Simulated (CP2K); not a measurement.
# GeSiH5Cl (SMILES [SiH3][GeH2][Cl]) at revPBE-D3(BJ)/TZV2P-MOLOPT-PBE-GTH (core potential)

Aim: the energy change on altering one bond length of GeSiH5Cl at revPBE-D3(BJ)/TZV2P-MOLOPT-PBE-GTH (core potential), from 2 runs. 

The calculation is run with CP2K 2026.2.

## (1) The molecule

GeSiH5Cl: 8 atoms, total charge 0, spin state singlet. SMILES: `[SiH3][GeH2][Cl]`. The coordinates come from a PBE0-D4/def2-TZVP relaxation.

Bond lengths: Si1–Ge2 2.380 Å, Ge2–Cl3 2.169 Å, Si1–H4 1.487 Å, Si1–H5 1.484 Å, Si1–H6 1.484 Å, Ge2–H7 1.537 Å, Ge2–H8 1.537 Å. Some angles: Si1–Ge2–Cl3 106.5°, Si1–Ge2–H7 114.0°, Si1–Ge2–H8 114.0°, Cl3–Ge2–H7 106.1°, Cl3–Ge2–H8 106.1°, Ge2–Si1–H4 109.5°, Ge2–Si1–H5 108.9°, Ge2–Si1–H6 108.9°, H7–Ge2–H8 109.6°, H4–Si1–H5 109.7°.

## (2) A single-point energy at revPBE-D3(BJ)/TZV2P-MOLOPT-PBE-GTH (core potential)

calc.inp

```
&GLOBAL
   PROJECT calc
   RUN_TYPE ENERGY
   PRINT_LEVEL MEDIUM
&END GLOBAL

&FORCE_EVAL
   METHOD QUICKSTEP
   &DFT
      BASIS_SET_FILE_NAME BASIS_MOLOPT_UZH
      POTENTIAL_FILE_NAME POTENTIAL_UZH
      CHARGE 0
      MULTIPLICITY 1
      &QS
         METHOD GPW
         EPS_DEFAULT 1.0E-10
      &END QS
      &MGRID
         CUTOFF 400
         REL_CUTOFF 50
         NGRIDS 4
      &END MGRID
      &POISSON
         PERIODIC NONE
         POISSON_SOLVER MULTIPOLE
      &END POISSON
      &SCF
         SCF_GUESS ATOMIC
         EPS_SCF 1.0E-06
         MAX_SCF 100
         ADDED_MOS 10
         &DIAGONALIZATION
            ALGORITHM STANDARD
         &END DIAGONALIZATION
         &MIXING
            METHOD BROYDEN_MIXING
            ALPHA 0.3
            NBUFFER 8
         &END MIXING
      &END SCF
      &XC
         &XC_FUNCTIONAL
            &PBE
               PARAMETRIZATION REVPBE
            &END PBE
         &END XC_FUNCTIONAL
         &VDW_POTENTIAL
            POTENTIAL_TYPE PAIR_POTENTIAL
            &PAIR_POTENTIAL
               TYPE DFTD3(BJ)
               PARAMETER_FILE_NAME dftd3.dat
               REFERENCE_FUNCTIONAL revPBE
               R_CUTOFF 15
            &END PAIR_POTENTIAL
         &END VDW_POTENTIAL
      &END XC
      &PRINT
         &MOMENTS
            PERIODIC F
            REFERENCE COM
            MAX_MOMENT 1
         &END MOMENTS
         &MO ON
            ENERGIES T
            OCCUPATION_NUMBERS T
            NDIGITS 6
            &EACH
               QS_SCF 0
            &END EACH
            ADD_LAST NUMERIC
         &END MO
         &HIRSHFELD OFF
         &END HIRSHFELD
      &END PRINT
   &END DFT
   &SUBSYS
      &CELL
         ABC [angstrom] 10.7 11.3 10.2
         PERIODIC NONE
      &END CELL
      &COORD
         UNIT bohr
         Si    -1.6319675     1.5633704    -0.5716422
         Ge     1.3951848    -1.6667384     0.2237436
         Cl     3.7097214    -0.3471427     3.3376343
         H     -3.2973831     0.7865040    -2.6972061
         H     -0.2830810     3.9281737    -1.2451405
         H     -3.1719053     1.9570004     1.7389260
         H      3.2183926    -2.1452171    -1.9864801
         H      0.2354599    -4.1836647     1.0945294
      &END COORD
      &TOPOLOGY
         &CENTER_COORDINATES
         &END CENTER_COORDINATES
      &END TOPOLOGY
      &KIND Si
         BASIS_SET TZV2P-MOLOPT-PBE-GTH-q4
         POTENTIAL GTH-PBE-q4
      &END KIND
      &KIND Ge
         BASIS_SET TZV2P-MOLOPT-PBE-GTH-q4
         POTENTIAL GTH-PBE-q4
      &END KIND
      &KIND Cl
         BASIS_SET TZV2P-MOLOPT-PBE-GTH-q7
         POTENTIAL GTH-PBE-q7
      &END KIND
      &KIND H
         BASIS_SET TZV2P-MOLOPT-PBE-GTH-q1
         POTENTIAL GTH-PBE-q1
      &END KIND
   &END SUBSYS
&END FORCE_EVAL
```

Run with:

```console
$ OMP_NUM_THREADS=1 cp2k.psmp calc.inp > calc.out
```

Output:

```text
CP2K| version string:                                       CP2K version 2026.2
[...]
 GLOBAL| Method name                                                        CP2K
[...]
 GLOBAL| Run type                                                         ENERGY
[...]
 DFT| Spin restricted Kohn-Sham (RKS) calculation                            RKS
 DFT| Multiplicity                                                             1
[...]
 DFT| Charge                                                                   0
[...]
 FUNCTIONAL| PBE:
[...]
 QS| Method:                                                                 GPW
[...]
 QS| Density cutoff [a.u.]:                                                200.0
[...]
 QS| Relative density cutoff [a.u.]:                                        25.0
[...]
                             - Atoms:                                          8
[...]
                             - Spherical basis functions:                    157
[...]
 Number of electrons:                                                         20
[...]
     1 NoMix/Diag. 0.30E+00    4.8     0.91247344       -25.4202366449 -2.54E+01
[...]
    22 Broy./Diag. 0.30E+00    6.7     0.00000094       -25.8435080610 -1.74E-06
  *** SCF run converged in    22 steps ***
[...]
  Overlap energy of the core charge distribution:               0.00000132725610
  Self energy of the core charge distribution:                -59.34309864728655
  Core Hamiltonian energy:                                     14.27897764742396
  Hartree energy:                                              26.28919036206250
  Exchange-correlation energy:                                 -7.05342868327873
  Dispersion energy:                                           -0.01515006713076
  Total energy:                                               -25.84350806095348
[...]
                     Mulliken Population Analysis
 #  Atom  Element  Kind  Atomic population                           Net charge
       1     Si       1          3.555834                              0.444166
       2     Ge       2          3.608063                              0.391937
       3     Cl       3          7.385875                             -0.385875
       4     H        4          1.078960                             -0.078960
       5     H        4          1.068948                             -0.068948
       6     H        4          1.068566                             -0.068566
       7     H        4          1.116906                             -0.116906
       8     H        4          1.116848                             -0.116848
 # Total charge                             20.000000                  0.000000
[...]
  Dipole moment [Debye]
    X= -0.1431526E+01 Y= -0.2589445E+00 Z= -0.1557714E+01  Total=      2.1313826
 ENERGY| Total FORCE_EVAL ( QS ) energy [hartree]            -25.843508060953482
[...]
```

It took 2.4 min on 1 thread of Intel Xeon at 2.50GHz (Skylake/Cascade Lake), shared host; peak memory 1.7 GiB.

## (3) The distorted shape

run.inp

```
&GLOBAL
  PROJECT_NAME run
  RUN_TYPE ENERGY
  PRINT_LEVEL MEDIUM
&END GLOBAL

&FORCE_EVAL
  METHOD QUICKSTEP
  &DFT
    BASIS_SET_FILE_NAME BASIS_MOLOPT_UZH
    POTENTIAL_FILE_NAME POTENTIAL_UZH
    &QS
      METHOD GPW
      EPS_DEFAULT 1.0E-10
    &END QS
    &MGRID
      CUTOFF 400
      REL_CUTOFF 50
      NGRIDS 4
    &END MGRID
    &POISSON
      PERIODIC NONE
      POISSON_SOLVER MULTIPOLE
    &END POISSON
    &SCF
      SCF_GUESS ATOMIC
      EPS_SCF 1.0E-06
      MAX_SCF 100
      ADDED_MOS 10
      &DIAGONALIZATION
        ALGORITHM STANDARD
      &END DIAGONALIZATION
      &MIXING
        METHOD BROYDEN_MIXING
        ALPHA 0.3
        NBUFFER 8
      &END MIXING
    &END SCF
    &XC
      &XC_FUNCTIONAL
        &PBE
          PARAMETRIZATION REVPBE
        &END PBE
      &END XC_FUNCTIONAL
      &VDW_POTENTIAL
        POTENTIAL_TYPE PAIR_POTENTIAL
        &PAIR_POTENTIAL
          TYPE DFTD3(BJ)
          PARAMETER_FILE_NAME dftd3.dat
          REFERENCE_FUNCTIONAL revPBE
          R_CUTOFF 15
        &END PAIR_POTENTIAL
      &END VDW_POTENTIAL
    &END XC
    &PRINT
      &MOMENTS
        PERIODIC F
        REFERENCE COM
        MAX_MOMENT 1
      &END MOMENTS
      &MO ON
        ENERGIES T
        OCCUPATION_NUMBERS T
        NDIGITS 6
        &EACH
          QS_SCF 0
        &END EACH
        ADD_LAST NUMERIC
      &END MO
      &HIRSHFELD OFF
      &END HIRSHFELD
    &END PRINT
  &END DFT
  &SUBSYS
    &CELL
      ABC 10.9 11.3 10.4
      PERIODIC NONE
    &END CELL
    &COORD
      Si     4.366089     6.544900     4.832413
      Ge     5.967989     4.835600     5.253313
      Cl     7.192789     5.533900     6.901113
      H      3.484789     6.133800     3.707613
      H      5.079889     7.796300     4.476013
      H      3.551189     6.753200     6.055113
      H      7.415211     4.455794     3.498887
      H      5.354289     3.503700     5.714113
    &END COORD
    &KIND Si
      BASIS_SET TZV2P-MOLOPT-PBE-GTH-q4
      POTENTIAL GTH-PBE-q4
    &END KIND
    &KIND Ge
      BASIS_SET TZV2P-MOLOPT-PBE-GTH-q4
      POTENTIAL GTH-PBE-q4
    &END KIND
    &KIND Cl
      BASIS_SET TZV2P-MOLOPT-PBE-GTH-q7
      POTENTIAL GTH-PBE-q7
    &END KIND
    &KIND H
      BASIS_SET TZV2P-MOLOPT-PBE-GTH-q1
      POTENTIAL GTH-PBE-q1
    &END KIND
  &END SUBSYS
&END FORCE_EVAL
```

Run with:

```console
$ OMP_NUM_THREADS=1 cp2k.psmp -i run.inp -o run.out
```

Output, cut to the lines that bear on the results:

```text
CP2K| version string:                                       CP2K version 2026.2
[...]
 GLOBAL| Method name                                                        CP2K
[...]
 GLOBAL| Run type                                                         ENERGY
[...]
 DFT| Spin restricted Kohn-Sham (RKS) calculation                            RKS
 DFT| Multiplicity                                                             1
[...]
 DFT| Charge                                                                   0
[...]
 FUNCTIONAL| PBE:
[...]
 QS| Method:                                                                 GPW
[...]
 QS| Density cutoff [a.u.]:                                                200.0
[...]
 QS| Relative density cutoff [a.u.]:                                        25.0
[...]
                             - Atoms:                                          8
[...]
                             - Spherical basis functions:                    157
[...]
 Number of electrons:                                                         20
[...]
     1 NoMix/Diag. 0.30E+00    5.1     0.77265703       -25.3732210507 -2.54E+01
[...]
    23 Broy./Diag. 0.30E+00    6.8     0.00000055       -25.7811531349  8.05E-07
  *** SCF run converged in    23 steps ***
[...]
  Overlap energy of the core charge distribution:               0.00000068295264
  Self energy of the core charge distribution:                -59.34309864728655
  Core Hamiltonian energy:                                     14.08774988236546
  Hartree energy:                                              26.44246726292850
  Exchange-correlation energy:                                 -6.95212759549523
  Dispersion energy:                                           -0.01614472041418
  Total energy:                                               -25.78115313494936
[...]
                     Mulliken Population Analysis
 #  Atom  Element  Kind  Atomic population                           Net charge
       1     Si       1          3.534296                              0.465704
       2     Ge       2          3.695894                              0.304106
       3     Cl       3          7.355261                             -0.355261
[...]
  Dipole moment [Debye]
    X= -0.2205034E+01 Y=  0.1860332E+00 Z= -0.5451264E+00  Total=      2.2790227
 ENERGY| Total FORCE_EVAL ( QS ) energy [hartree]            -25.781153134949356
[...]
```

Wall time 2.5 min (1 thread of Intel Xeon at 2.50GHz (Skylake/Cascade Lake), shared host); peak memory 1.7 GiB.

## (4) Outcome

Level: revPBE-D3(BJ)/TZV2P-MOLOPT-PBE-GTH (core potential).

| quantity | value |
| --- | --- |
| first shape: total energy | -25.84351 Eh |
| first shape: dipole moment | 2.13 D |
| first shape: HOMO energy | -6.89 eV |
| first shape: LUMO energy | -1.51 eV |
| first shape: HOMO–LUMO gap | 5.38 eV |
| first shape: dispersion energy | -39.78 kJ/mol |
| distorted shape: total energy | -25.78115 Eh |
| distorted shape: dipole moment | 2.28 D |
| distorted shape: HOMO energy | -6.59 eV |
| distorted shape: LUMO energy | -3.04 eV |
| distorted shape: HOMO–LUMO gap | 3.55 eV |
| distorted shape: dispersion energy | -42.39 kJ/mol |
| energy change with the Ge2–H7 bond stretched from 1.537 to 2.306 Å | 1.697 eV |

One bond (distorted shape) is far stretched, which a spin-restricted single reference describes badly; a broken-symmetry solution may lie lower. With the Ge2–H7 bond stretched from 1.537 to 2.306 Å the energy rises by 1.70 eV (39 kcal/mol). The first shape isn't relaxed at this level, so the change isn't measured from a minimum. A restricted reference can't describe the breaking bond well at this length.
